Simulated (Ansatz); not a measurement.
# CH₄FGaS: how energies converge with the basis set

Aim: see how fast density functionals converge with the basis set for CH₄FGaS.

Computed with Ansatz 0.2.0, Gaussian basis. Level: one geometry, several basis sets.

Levels to be run: PBE0-D4/def2-SVP; ωB97M-V/def2-SVP; PBE0-D4/def2-QZVPP; ωB97M-V/def2-QZVPP; the functionals' def2-TZVPP values are taken from earlier runs.

## Step 1: The geometry

An earlier PBE0-D4 in a triple-zeta def2 set relaxation fixed the geometry.

SMILES `[F][GaH][CH2]S`, 8 atoms, charge 0, spin multiplicity 1.

Atoms are counted from 1 here; the program's logs count them from 0.

Bond lengths: F1–Ga2 1.763 Å, Ga2–C3 1.953 Å, Ga2–H5 1.554 Å, C3–S4 1.834 Å, C3–H6 1.087 Å, C3–H7 1.089 Å, S4–H8 1.344 Å. Angles: F1–Ga2–C3 113.5°, F1–Ga2–H5 116.3°, C3–Ga2–H5 129.7°, Ga2–C3–S4 94.0°, Ga2–C3–H6 122.2°, Ga2–C3–H7 111.6°, S4–C3–H6 111.4°, S4–C3–H7 105.6°, H6–C3–H7 109.9°, C3–S4–H8 97.3°.

## Step 2: PBE0-D4 in def2-SVP

Input file in.yaml:

```yaml
crystal:
  periodic: [false, false, false]
  atoms:
    - {symbol: F, position_ang: [-0.467145, 2.124269, -1.341350]}
    - {symbol: Ga, position_ang: [0.282606, 0.564184, -1.008425]}
    - {symbol: C, position_ang: [-0.720648, -0.527790, 0.263110]}
    - {symbol: S, position_ang: [0.305867, -0.028726, 1.698834]}
    - {symbol: H, position_ang: [1.690904, 0.331605, -1.621846]}
    - {symbol: H, position_ang: [-0.781909, -1.609108, 0.175910]}
    - {symbol: H, position_ang: [-1.710377, -0.114305, 0.452898]}
    - {symbol: H, position_ang: [1.400693, -0.740129, 1.380878]}
basis:
  gaussian: {orbitals: def2-SVP}
hamiltonian: {xc: pbe0, dispersion: d4}
output: {orbitals: {seedname: orbitals}}
```

Further steps of the session: ωB97M-V in def2-SVP; PBE0-D4 in def2-QZVPP; ωB97M-V in def2-QZVPP.

**Question.** What will the summary of the whole plan be? Wanted: PBE0-D4: double and triple zeta above quadruple; ωB97M-V: double and triple zeta above quadruple.

As calculated:

| quantity | value |
| --- | --- |
| PBE0-D4: double and triple zeta above quadruple | 16.91, 1.75 eV |
| ωB97M-V: double and triple zeta above quadruple | 16.94, 1.68 eV |

What this shows: For PBE0-D4 the step from double to triple zeta gains 15.17 eV and the next only 1.75 eV. These are total energies; as a rule much of such shifts cancels in differences, which this series doesn't test. The LUMO of ωB97M-V is positive and keeps falling with the basis (1.03 to 0.50 eV): an unbound level that the basis holds in place.
